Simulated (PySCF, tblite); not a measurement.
# C6H10FNSi2: geometry, infrared bands and NMR shifts

Aim: predict the infrared bands and NMR shifts of C6H10FNSi2 (`C#C[Si@@H](C#CC)[Si@H](N)CF`).

Computed with tblite 0.8.0 and PySCF 2.14.0, with density-fitted response routines of our own, on a single molecule in the gas phase. Atoms are numbered from 0 throughout.

### 1 The starting structure

20 atoms, charge 0, multiplicity 1; geometry from: force field or distance geometry start.

Bonds of the start (Å): C0–C1 1.20, C1–Si2 1.82, Si2–C3 1.82, C3–C4 1.22, C4–C5 1.46, Si2–Si6 2.24, Si6–N7 1.78, Si6–C8 1.85, C8–F9 1.41, C0–H10 1.08, Si2–H11 1.47, C5–H12 1.10, C5–H13 1.12, C5–H14 1.14, Si6–H15 1.50, N7–H16 1.04, N7–H17 1.07, C8–H18 1.11, C8–H19 1.10.

### 2 Geometry optimisation with GFN2-xTB

Job settings and geometry (Å):

```
{"job": {"kind": "relax", "xc": "GFN2-xTB", "basis": "xTB"}, "charge": 0, "multiplicity": 1}
C      0.131100     3.423300     0.715100
C      0.156200     2.363900     0.142700
Si     0.235000     0.763000    -0.720000
C      1.685200    -0.196900    -0.181700
C      2.635400    -0.845300     0.212500
C      3.786600    -1.621000     0.676600
Si    -1.579700    -0.419100    -0.167900
N     -2.079000    -1.471000    -1.512100
C     -2.997700     0.625000     0.393700
F     -3.773200    -0.124600     1.296700
H      0.098400     4.376100     1.218700
H      0.346400     0.951600    -2.172500
H      4.580400    -1.526100    -0.074400
H      3.498300    -2.684400     0.855200
H      4.149900    -1.207800     1.671700
H     -1.209600    -1.334000     0.964600
H     -1.738100    -1.028600    -2.387700
H     -1.576600    -2.406200    -1.398100
H     -2.698400     1.554500     0.930100
H     -3.655900     0.818600    -0.466100
```

Launch:

```
> OMP_NUM_THREADS=1 python probes_run.py task.json out
```

The driver reads the jobs from task.json and runs them one after another.

**Question.** This job is followed by: GFN2-xTB harmonic vibrations, gas phase; GIAO PBE0/pcSseg-1 NMR shielding, non-relativistic, gas phase. What will the session give for the following? strongest single infrared mode (GFN2-xTB); zero-point energy (GFN2-xTB); 13C shifts against TMS (PBE0/pcSseg-1); 1H shifts against TMS (PBE0/pcSseg-1, means over atoms taken as alike); 29Si shifts against TMS (PBE0/pcSseg-1); 15N shifts against NH3 (PBE0/pcSseg-1); 19F shifts against CFCl3 (PBE0/pcSseg-1).

**Answer**, as computed:

| quantity | value |
| --- | --- |
| strongest single infrared mode (GFN2-xTB) | 2136 cm⁻¹, 529 km/mol |
| zero-point energy (GFN2-xTB) | 85.7 kcal/mol |
| 13C shifts against TMS (PBE0/pcSseg-1) | 115.6, 104.6, 85.0, 82.1, 80.0, 6.3 ppm |
| 1H shifts against TMS (PBE0/pcSseg-1, means over atoms taken as alike) | 5.47, 5.05, 5.02, 4.87, 2.11, 1.94, 0.27 ppm |
| 29Si shifts against TMS (PBE0/pcSseg-1) | -32.7, -93.6 ppm |
| 15N shifts against NH3 (PBE0/pcSseg-1) | 2.2 ppm |
| 19F shifts against CFCl3 (PBE0/pcSseg-1) | -304.9 ppm |

**Reading.** Over 170 steps the energy fell by 0.663 eV; of the close pairs, Si2–Si6 changed most, 2.235 to 2.311 Å. The lowest mode is slightly imaginary (13i cm⁻¹), a soft motion within the noise of the Hessian, so the minimum is not strictly shown. The strongest single mode, at 2136 cm⁻¹, moves mainly H11. GFN2-xTB is a fitted tight-binding method: band positions and strengths are rough. Its intensities can rank the bands wrongly.
